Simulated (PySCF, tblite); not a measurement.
# C3H11NSi: a rotation path, then NMR shifts on frames, part 2 of 2

tblite 0.8.0 and PySCF 2.14.0. Atoms count from 0.

## 5. NMR shieldings: image 5, PBE0/pcSseg-1

The job: settings as JSON, then the geometry in Å.

```
{"job": {"kind": "nmr", "xc": "PBE0", "basis": "pcSseg-1", "pop": false}, "charge": 0, "multiplicity": 1}
C      2.217000     0.346000    -0.063700
Si     0.847000    -0.890400     0.401000
N     -0.708000    -0.262000     0.006100
C     -0.934200     0.420100    -1.242500
C     -1.751000    -0.024100     0.968200
H      3.199700    -0.108600     0.002900
H      2.212200     1.218700     0.583800
H      2.088700     0.698400    -1.083400
H      1.063100    -2.133900    -0.359500
H      0.853200    -1.156900     1.840800
H     -0.192200     0.113300    -1.975000
H     -0.878400     1.510100    -1.123100
H     -1.926500     0.171300    -1.632900
H     -1.789800     1.029000     1.276600
H     -2.725900    -0.282800     0.542100
H     -1.582300    -0.639300     1.847100
```

Level: GIAO PBE0/pcSseg-1 NMR shielding, non-relativistic, gas phase.

What it wrote:

```text
coarse grid: 12768 points
cycle   1  E = -464.7469718371  dE =  2.357e-01  |g| = 4.336e-01  |ddm| = 3.325e+00
cycle   2  E = -464.7261037540  dE =  2.087e-02  |g| = 5.298e-01  |ddm| = 9.284e-01
cycle   3  E = -464.7936434175  dE = -6.754e-02  |g| = 6.471e-02  |ddm| = 5.629e-01
cycle   4  E = -464.7943381499  dE = -6.947e-04  |g| = 2.673e-02  |ddm| = 6.748e-02
cycle   5  E = -464.7944934602  dE = -1.553e-04  |g| = 4.301e-03  |ddm| = 2.462e-02
cycle   6  E = -464.7944976848  dE = -4.225e-06  |g| = 8.071e-04  |ddm| = 4.898e-03
final grid: 115640 points
cycle   7  E = -464.8217203963  dE = -2.462e-05  |g| = 7.977e-03  |ddm| = 1.988e-02
cycle   8  E = -464.8217133531  dE =  7.043e-06  |g| = 9.644e-03  |ddm| = 1.576e-02
cycle   9  E = -464.8217363384  dE = -2.299e-05  |g| = 9.064e-04  |ddm| = 8.963e-03
cycle  10  E = -464.8217364947  dE = -1.563e-07  |g| = 2.031e-04  |ddm| = 8.094e-04
cycle  11  E = -464.8217365029  dE = -8.124e-09  |g| = 3.970e-05  |ddm| = 1.804e-04
cycle  12  E = -464.8217365032  dE = -3.404e-10  |g| = 1.335e-05  |ddm| = 5.343e-05
converged SCF energy = -464.8217365032

GIAO shielding tensors (ppm)
atom      isotropic    diamagn.    paramagn.     s11        s22        s33       span
  0 C      190.461     255.176     -64.715    180.823    193.031    197.527     16.704
  1 Si     373.608     881.959    -508.351    323.188    362.583    435.055    111.866
  2 N      261.573     328.491     -66.918    225.136    274.604    284.978     59.842
  3 C      147.167     246.044     -98.876    123.338    134.961    183.203     59.864
  4 C      143.022     243.909    -100.887    117.813    126.133    185.120     67.308
  5 H       32.013      29.651       2.362     27.969     28.140     39.931     11.962
  6 H       31.562      32.019      -0.456     27.481     29.031     38.176     10.695
  7 H       31.306      32.617      -1.311     26.689     30.551     36.677      9.988
  8 H       26.742      30.419      -3.676     22.248     25.613     32.366     10.118
  9 H       26.991      31.071      -4.080     23.578     26.102     31.292      7.714
 10 H       29.028      31.493      -2.464     24.444     27.888     34.753     10.309
 11 H       29.226      31.021      -1.795     24.656     27.315     35.709     11.053
 12 H       29.385      29.894      -0.509     25.057     26.917     36.182     11.125
 13 H       28.995      29.874      -0.879     24.140     26.978     35.868     11.728
 14 H       29.275      29.047       0.227     24.930     26.811     36.083     11.152
 15 H       28.793      30.030      -1.238     24.160     27.242     34.977     10.817
```

It took 11 s on 1 thread of Arm Neoverse V2, shared host; peak memory 0.73 GiB.

In short: δ C4 43.9, C3 39.8, C0 -3.5, Si1 -24.5, H8 4.97, H9 4.73 ppm.

## 6. Shielding tensors: image 6, PBE0/pcSseg-1

The job: settings as JSON, then the geometry in Å.

```
{"job": {"kind": "nmr", "xc": "PBE0", "basis": "pcSseg-1", "pop": false}, "charge": 0, "multiplicity": 1}
C      2.193800     0.399000     0.070000
Si     0.846700    -0.925800     0.320700
N     -0.735900    -0.334400    -0.029100
C     -0.996600     0.283900    -1.304400
C     -1.668400     0.081400     0.985800
H      3.189100    -0.032900     0.081500
H      2.158600     1.166800     0.838700
H      2.062900     0.894200    -0.889100
H      1.094700    -2.027500    -0.620600
H      0.820700    -1.391400     1.708000
H     -0.318800    -0.116600    -2.054200
H     -0.865500     1.373600    -1.262700
H     -2.024500     0.077100    -1.618200
H     -1.602000     1.158000     1.193100
H     -2.692300    -0.133800     0.664200
H     -1.470300    -0.462500     1.904900
```

Level: GIAO PBE0/pcSseg-1 NMR shielding, non-relativistic, gas phase.

What it wrote:

```text
coarse grid: 12768 points
cycle   1  E = -464.7480597925  dE =  2.317e-01  |g| = 4.333e-01  |ddm| = 3.324e+00
cycle   2  E = -464.7281673911  dE =  1.989e-02  |g| = 5.257e-01  |ddm| = 9.090e-01
cycle   3  E = -464.7947783514  dE = -6.661e-02  |g| = 6.512e-02  |ddm| = 5.414e-01
cycle   4  E = -464.7954777191  dE = -6.994e-04  |g| = 2.686e-02  |ddm| = 6.550e-02
cycle   5  E = -464.7956347122  dE = -1.570e-04  |g| = 4.566e-03  |ddm| = 2.553e-02
cycle   6  E = -464.7956395213  dE = -4.809e-06  |g| = 7.605e-04  |ddm| = 5.264e-03
final grid: 115640 points
cycle   7  E = -464.8225418322  dE = -2.510e-05  |g| = 7.794e-03  |ddm| = 2.121e-02
cycle   8  E = -464.8225350647  dE =  6.768e-06  |g| = 9.429e-03  |ddm| = 1.507e-02
cycle   9  E = -464.8225570243  dE = -2.196e-05  |g| = 8.957e-04  |ddm| = 8.613e-03
cycle  10  E = -464.8225571772  dE = -1.529e-07  |g| = 1.914e-04  |ddm| = 7.696e-04
cycle  11  E = -464.8225571845  dE = -7.301e-09  |g| = 3.913e-05  |ddm| = 1.755e-04
cycle  12  E = -464.8225571848  dE = -3.316e-10  |g| = 1.230e-05  |ddm| = 5.030e-05
converged SCF energy = -464.8225571848

GIAO shielding tensors (ppm)
atom      isotropic    diamagn.    paramagn.     s11        s22        s33       span
  0 C      191.194     255.496     -64.302    182.881    193.503    197.198     14.317
  1 Si     371.415     881.920    -510.504    325.233    354.715    434.298    109.065
  2 N      255.409     327.853     -72.444    226.364    263.771    276.093     49.729
  3 C      146.680     246.281     -99.600    123.207    133.109    183.725     60.518
  4 C      143.335     244.684    -101.349    120.852    123.892    185.261     64.409
  5 H       32.094      29.748       2.346     28.014     28.332     39.935     11.921
  6 H       31.646      32.055      -0.409     27.482     29.270     38.186     10.704
  7 H       31.392      32.718      -1.326     26.734     30.568     36.874     10.141
  8 H       26.831      30.651      -3.819     22.384     25.882     32.229      9.845
  9 H       27.020      31.036      -4.016     23.456     26.109     31.494      8.038
 10 H       29.014      31.152      -2.137     24.737     27.377     34.929     10.192
 11 H       29.278      31.110      -1.832     24.666     27.643     35.525     10.859
 12 H       29.273      29.782      -0.509     24.883     26.778     36.158     11.275
 13 H       29.100      30.301      -1.201     24.329     27.246     35.726     11.397
 14 H       29.208      29.174       0.034     24.851     26.721     36.052     11.202
 15 H       28.786      30.274      -1.488     24.222     27.230     34.906     10.684
```

Wall time 11 s (1 thread of Arm Neoverse V2, shared host); peak memory 0.73 GiB.

Key values: δ C4 43.6, C3 40.2, C0 -4.3, Si1 -22.3, H8 4.89, H9 4.70 ppm.

## 7. Shielding tensors: image 8, PBE0/pcSseg-1

The job: settings as JSON, then the geometry in Å.

```
{"job": {"kind": "nmr", "xc": "PBE0", "basis": "pcSseg-1", "pop": false}, "charge": 0, "multiplicity": 1}
C      2.227900     0.416100     0.332000
Si     0.868000    -0.909800     0.154200
N     -0.732500    -0.322200    -0.099500
C     -1.202800     0.095800    -1.394700
C     -1.504600     0.256200     0.969800
H      3.208100    -0.035700     0.452200
H      2.055400     1.051500     1.197600
H      2.272300     1.061300    -0.542200
H      1.153600    -1.741300    -1.018900
H      0.793700    -1.689500     1.394800
H     -0.627900    -0.399100    -2.172700
H     -1.115800     1.181600    -1.532100
H     -2.257100    -0.174900    -1.511200
H     -1.433100     1.352000     0.980000
H     -2.560100    -0.010600     0.853300
H     -1.152700    -0.122400     1.926000
```

Method: GIAO PBE0/pcSseg-1 NMR shielding, non-relativistic, gas phase.

What it wrote:

```text
coarse grid: 12768 points
cycle   1  E = -464.7495979560  dE =  2.276e-01  |g| = 4.306e-01  |ddm| = 3.327e+00
cycle   2  E = -464.7310595829  dE =  1.854e-02  |g| = 5.180e-01  |ddm| = 8.844e-01
cycle   3  E = -464.7957810422  dE = -6.472e-02  |g| = 6.515e-02  |ddm| = 5.187e-01
cycle   4  E = -464.7964778670  dE = -6.968e-04  |g| = 2.705e-02  |ddm| = 6.512e-02
cycle   5  E = -464.7966373381  dE = -1.595e-04  |g| = 4.668e-03  |ddm| = 2.630e-02
cycle   6  E = -464.7966423957  dE = -5.058e-06  |g| = 7.331e-04  |ddm| = 5.396e-03
final grid: 115640 points
cycle   7  E = -464.8237582233  dE = -2.301e-05  |g| = 7.855e-03  |ddm| = 1.978e-02
cycle   8  E = -464.8237517971  dE =  6.426e-06  |g| = 9.394e-03  |ddm| = 1.482e-02
cycle   9  E = -464.8237736313  dE = -2.183e-05  |g| = 8.798e-04  |ddm| = 8.343e-03
cycle  10  E = -464.8237737790  dE = -1.477e-07  |g| = 2.045e-04  |ddm| = 7.748e-04
cycle  11  E = -464.8237737873  dE = -8.391e-09  |g| = 3.859e-05  |ddm| = 1.911e-04
cycle  12  E = -464.8237737877  dE = -3.351e-10  |g| = 1.238e-05  |ddm| = 5.050e-05
converged SCF energy = -464.8237737877

GIAO shielding tensors (ppm)
atom      isotropic    diamagn.    paramagn.     s11        s22        s33       span
  0 C      189.518     255.592     -66.075    181.185    192.370    194.997     13.811
  1 Si     370.692     881.807    -511.115    325.215    349.415    437.446    112.231
  2 N      248.874     327.522     -78.648    226.434    257.912    262.275     35.840
  3 C      144.529     245.307    -100.778    122.285    126.015    185.286     63.001
  4 C      145.049     245.520    -100.471    122.158    127.822    185.167     63.009
  5 H       32.078      29.678       2.400     28.089     28.398     39.747     11.658
  6 H       31.555      32.262      -0.707     27.293     29.816     37.556     10.263
  7 H       31.609      32.370      -0.761     27.339     29.850     37.638     10.298
  8 H       26.969      31.026      -4.057     22.909     26.264     31.734      8.824
  9 H       26.926      30.936      -4.010     22.791     26.172     31.813      9.022
 10 H       28.809      30.617      -1.808     24.391     27.322     34.714     10.323
 11 H       29.186      30.532      -1.346     24.577     27.360     35.620     11.043
 12 H       29.160      29.355      -0.195     24.796     26.667     36.018     11.222
 13 H       29.208      30.639      -1.431     24.617     27.412     35.594     10.976
 14 H       29.172      29.436      -0.264     24.810     26.664     36.042     11.232
 15 H       28.836      30.722      -1.885     24.455     27.319     34.735     10.280
```

Wall time 11 s (1 thread of Arm Neoverse V2, shared host); peak memory 0.73 GiB.

In short: δ C3 42.4, C4 41.9, C0 -2.6, Si1 -21.5, H9 4.79, H8 4.75 ppm.

## 8. Side by side: NMR shifts

Shifts (ppm) of some atoms, chosen among heavy atoms and hydrogens apart, with basis size and wall time:

```tsv
frame	C4	C3	C0	H6	H5	Si1	N2	functions	time
image 0	42.5	39.7	-4.7	0.45	0.00	-28.5	15.9	147	11 s
image 2	41.2	39.9	-5.6	0.31	-0.03	-32.1	2.5	147	10 s
image 5	43.9	39.8	-3.5	0.15	-0.30	-24.5	6.2	147	11 s
image 6	43.6	40.2	-4.3	0.07	-0.38	-22.3	12.3	147	11 s
image 8	41.9	42.4	-2.6	0.16	-0.36	-21.5	18.9	147	11 s
```

## 9. Outcome

This closing draws on all 2 parts.

| quantity | value |
| --- | --- |
| barrier | 0.081 eV (1.9 kcal/mol) at image 5 |
| end to end (GFN2-xTB) | 0.054 eV |
| ¹³C shifts against TMS (PBE0/pcSseg-1, image 0) | 42.5, 39.7, -4.7 ppm |
| ¹H shifts against TMS (PBE0/pcSseg-1, image 0) | 4.86, 4.63, 2.88, 2.72, 2.55, 2.47, 2.40, 2.28, 0.45, 0.20, 0.00 ppm |
| ²⁹Si shifts against TMS (PBE0/pcSseg-1, image 0) | -28.5 ppm |
| ¹⁵N shifts against NH3 (PBE0/pcSseg-1, image 0) | 15.9 ppm |
| range of the shift of N2 | 2.5 to 18.9 ppm |

Along the band the dihedral turns by 122°, and the top (dihedral 43°) lies 1.9 kcal/mol above the start (GFN2-xTB, rough), so at room temperature this motion is fast. The top was not checked by a frequency run. Shifts at one fixed geometry are not the observed spectrum, which averages over the motion. In the first frame run (image 0): Shielding is most anisotropic at Si1 (span 128 ppm, paramagnetic term -505 ppm). Across the 5 runs the shift of N2 moves most, between 2.5 (image 2) and 18.9 ppm (image 8).
